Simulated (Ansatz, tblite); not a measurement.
# (BN)9 cage of four- and six-membered rings (B9N9): one state, many levels

How do method and basis change the picture of (BN)9 cage of four- and six-membered rings (B9N9) (singlet)?

The runs use Ansatz 0.2.0, Gaussian basis; as each input shows.

Levels to be run: GFN1-xTB, GFN2-xTB, PBE-D4/def2-SVP, r2SCAN-D4/def2-SVP, HF/STO-3G, MP2/def2-SVP.

5 further runs of the same task are left out: 5 that didn't finish.

## Step 1: The structure

The singlet was relaxed beforehand with PBE-D4/def2-SVP.

18 atoms, charge 0, spin multiplicity 1.

Bond lengths: B1–N2 1.481 Å, B1–N4 1.474 Å, B1–N6 1.481 Å, N2–B3 1.506 Å, N2–B9 1.452 Å, B3–N4 1.504 Å, B3–N14 1.452 Å, N4–B5 1.504 Å, B5–N6 1.506 Å, B5–N15 1.452 Å, N6–B7 1.452 Å, B7–N8 1.504 Å, B7–B11 1.856 Å, B7–N12 1.506 Å, N8–B9 1.504 Å, N8–B11 1.474 Å and more. Angles: N2–B1–N4 102.4°, N2–B1–N6 129.3°, N4–B1–N6 102.4°, B1–N2–B3 76.8°, B1–N2–B9 108.4°, B3–N2–B9 112.9°, N2–B3–N4 99.9°, N2–B3–N14 124.4° and more.

As a file:

```mol
B9N9
  3D, bonds by distance, orders not assigned

 18 33  0  0  0  0  0  0  0  0999 V2000
    0.0031    1.9627    0.2260 B   0  0
   -1.3355    1.4991   -0.2059 N   0  0
   -1.1657    0.8499    1.1424 B   0  0
    0.0011    1.6427    1.6647 N   0  0
    1.1663    0.8460    1.1447 B   0  0
    1.3410    1.4946   -0.2033 N   0  0
    1.1684    0.5644   -1.3049 B   0  0
    0.0033    0.6205   -2.2549 N   0  0
   -1.1639    0.5683   -1.3073 B   0  0
   -1.3387   -0.9232   -1.1954 N   0  0
    0.0005   -0.7853   -1.8127 B   0  0
    1.3379   -0.9277   -1.1927 N   0  0
   -1.1687   -1.4125    0.1615 B   0  0
   -1.3406   -0.5691    1.3972 N   0  0
    1.3359   -0.5737    1.3998 N   0  0
    1.1635   -1.4164    0.1639 B   0  0
   -0.0044   -2.2631    0.5903 N   0  0
   -0.0036   -1.1773    1.5867 B   0  0
  1  2  8  0
  1  3  8  0
  1  4  8  0
  1  5  8  0
  1  6  8  0
  2  3  8  0
  2  9  8  0
  3  4  8  0
  3 14  8  0
  4  5  8  0
  5  6  8  0
  5 15  8  0
  6  7  8  0
  7  8  8  0
  7 11  8  0
  7 12  8  0
  8  9  8  0
  8 11  8  0
  9 10  8  0
  9 11  8  0
 10 11  8  0
 10 13  8  0
 11 12  8  0
 12 16  8  0
 13 14  8  0
 13 17  8  0
 13 18  8  0
 14 18  8  0
 15 16  8  0
 15 18  8  0
 16 17  8  0
 16 18  8  0
 17 18  8  0
M  END
```

PBE0-D4/def2-SVP was run before; its log isn't repeated, and its numbers join the tables.

## Step 2: GFN1-xTB

Tight binding, by tblite at 300 K electronic temperature and without a spin-polarisation term:

```python
tblite.interface.Calculator('GFN1-xTB', numbers, positions, charge=0, uhf=0).singlepoint()
```

Energy -1132.1913 eV, HOMO -10.97 eV, LUMO -7.83 eV; 0.014 s.

## Step 3: GFN2-xTB

Tight binding, by tblite at 300 K electronic temperature and without a spin-polarisation term:

```python
tblite.interface.Calculator('GFN2-xTB', numbers, positions, charge=0, uhf=0).singlepoint()
```

Energy -1025.9113 eV, HOMO -11.16 eV, LUMO -8.10 eV; 0.015 s.

## Step 4: PBE-D4/def2-SVP

start.molden holds the orbitals of an earlier run on this state, given as this run's starting guess.

in.yaml reads:

```yaml
crystal:
  periodic: [false, false, false]
  atoms:
    - {symbol: B, position_ang: [0.003096, 1.962726, 0.226010]}
    - {symbol: N, position_ang: [-1.335544, 1.499107, -0.205948]}
    - {symbol: B, position_ang: [-1.165732, 0.849940, 1.142400]}
    - {symbol: N, position_ang: [0.001124, 1.642670, 1.664659]}
    - {symbol: B, position_ang: [1.166344, 0.845980, 1.144732]}
    - {symbol: N, position_ang: [1.341035, 1.494596, -0.203271]}
    - {symbol: B, position_ang: [1.168428, 0.564396, -1.304945]}
    - {symbol: N, position_ang: [0.003308, 0.620488, -2.254897]}
    - {symbol: B, position_ang: [-1.163898, 0.568346, -1.307282]}
    - {symbol: N, position_ang: [-1.338659, -0.923187, -1.195364]}
    - {symbol: B, position_ang: [0.000482, -0.785265, -1.812734]}
    - {symbol: N, position_ang: [1.337895, -0.927722, -1.192666]}
    - {symbol: B, position_ang: [-1.168669, -1.412481, 0.161525]}
    - {symbol: N, position_ang: [-1.340620, -0.569110, 1.397156]}
    - {symbol: N, position_ang: [1.335893, -0.573652, 1.399832]}
    - {symbol: B, position_ang: [1.163517, -1.416427, 0.163867]}
    - {symbol: N, position_ang: [-0.004436, -2.263139, 0.590265]}
    - {symbol: B, position_ang: [-0.003584, -1.177266, 1.586672]}
basis:
  gaussian: {orbitals: def2-SVP, initial_orbitals: start.molden}
hamiltonian: {xc: pbe, dispersion: d4}
scf: {omitted_lower_state_checks: [starts]}
output: {forces: true, orbitals: {seedname: orbitals}}
```

Command:

```bash
ansatz run in.yaml --threads 4 --pin off --events-out ev --progress --plain --max-ram 6963MiB
```

Further steps of the session: r2SCAN-D4/def2-SVP; HF/STO-3G; MP2/def2-SVP.

**Question.** What will the summary of the whole plan be? Wanted: gap in def2-SVP, named functionals, smallest and largest; correlation energy, MP2/def2-SVP; binding an atom, functionals in def2-SVP.

**Answer**, as computed:

| quantity | value |
| --- | --- |
| gap in def2-SVP, named functionals, smallest and largest | 4.89 eV (PBE-D4), 7.17 eV (PBE0-D4) |
| correlation energy, MP2/def2-SVP | -57.64 eV |
| binding an atom, functionals in def2-SVP | 5.98 (r2SCAN-D4) to 6.30 eV (PBE-D4) |

In words: Over the named functionals in def2-SVP the gap runs from 4.89 eV (PBE-D4) to 7.17 eV (PBE0-D4); exact exchange widens it.
